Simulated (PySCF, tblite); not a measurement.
**C₇H₁₂BN: geometry, infrared bands and NMR shifts**

Wanted: the infrared bands and NMR shifts of C₇H₁₂BN (`CC[BH2-][n+]1ccccc1`), by calculation.

Programs: tblite 0.8.0 and PySCF 2.14.0, with density-fitted response routines of our own. Each step states its level of theory. These are calculated values for one molecule in the gas phase, unless marked as measured. Atoms count from 0, in the outputs and in this text.

## 1. Starting geometry

21 atoms, charge 0, multiplicity 1; geometry from: force field or distance geometry start.

Bonds of the start (Å): C0–C1 1.51, C1–B2 1.57, B2–N3 1.51, N3–C4 1.35, C4–C5 1.38, C5–C6 1.38, C6–C7 1.38, C7–C8 1.40, C8–N3 1.35, C0–H9 1.11, C0–H10 1.13, C0–H11 1.11, C1–H12 1.15, C1–H13 1.10, B2–H14 1.21, B2–H15 1.22, C4–H16 1.10, C5–H17 1.07, C6–H18 1.10, C7–H19 1.10, C8–H20 1.08.

## 2. Geometry optimisation with GFN2-xTB

Job settings and geometry (Å):

```
{"job": {"kind": "relax", "xc": "GFN2-xTB", "basis": "xTB"}, "charge": 0, "multiplicity": 1}
C     -3.207400    -0.291200    -0.086200
C     -1.900500    -0.703400     0.559700
B     -0.943700     0.536500     0.540200
N      0.505000     0.268500     0.228100
C      1.240900     1.311600    -0.215000
C      2.574400     1.185100    -0.533400
C      3.199900    -0.038400    -0.376300
C      2.465400    -1.105300     0.095900
C      1.110800    -0.930100     0.390900
H     -3.918700    -1.147600    -0.127200
H     -3.638200     0.543800     0.541400
H     -3.021600     0.172400    -1.072700
H     -2.181900    -0.914900     1.653800
H     -1.484800    -1.631600     0.138700
H     -1.330200     1.300900    -0.318800
H     -1.085800     1.141600     1.591400
H      0.764000     2.298700    -0.350000
H      3.123000     2.030100    -0.888700
H      4.265100    -0.165200    -0.606000
H      2.937600    -2.090200     0.230200
H      0.517900    -1.754200     0.758100
```

On the command line:

```bash
> OMP_NUM_THREADS=1 python probes_run.py task.json out
```

One launch serves the whole session: the jobs run in the order shown.

**Question.** This job is followed by: GFN2-xTB harmonic vibrations, gas phase; GIAO PBE0/pcSseg-1 NMR shielding, non-relativistic, gas phase. Predict these results of the whole session: strongest single infrared mode (GFN2-xTB); zero-point energy (GFN2-xTB); 13C shifts against TMS (PBE0/pcSseg-1, means over atoms taken as alike); 1H shifts against TMS (PBE0/pcSseg-1, means over atoms taken as alike); 11B shifts against BF3·OEt2 (PBE0/pcSseg-1); 15N shifts against NH3 (PBE0/pcSseg-1).

The runs gave:

| quantity | value |
| --- | --- |
| strongest single infrared mode (GFN2-xTB) | 2431 cm⁻¹, 226 km/mol |
| zero-point energy (GFN2-xTB) | 109.9 kcal/mol |
| 13C shifts against TMS (PBE0/pcSseg-1, means over atoms taken as alike) | 153.0, 143.7, 130.9, 36.6, 16.8 ppm |
| 1H shifts against TMS (PBE0/pcSseg-1, means over atoms taken as alike) | 8.99, 7.99, 7.58, 2.86, 1.15, 0.58 ppm |
| 11B shifts against BF3·OEt2 (PBE0/pcSseg-1) | -11.2 ppm |
| 15N shifts against NH3 (PBE0/pcSseg-1) | 298.9 ppm |

**Reading.** Relaxing lowered the energy by 0.608 eV in 183 steps; the close pair that moved most is C1–B2, from 1.566 to 1.653 Å. No mode is imaginary among the 57: a minimum at this level. The strongest single mode, at 2431 cm⁻¹, moves mainly H15 and H14. Unscaled tight-binding wavenumbers are off by several per cent, some by more. Its intensities can rank the bands wrongly. At PBE0/pcSseg-1: Shielding is most anisotropic at N3 (span 457 ppm, paramagnetic term -364 ppm). NICS(1)zz of -27 ppm above the planar ring from N3 marks a diatropic (aromatic) ring current.
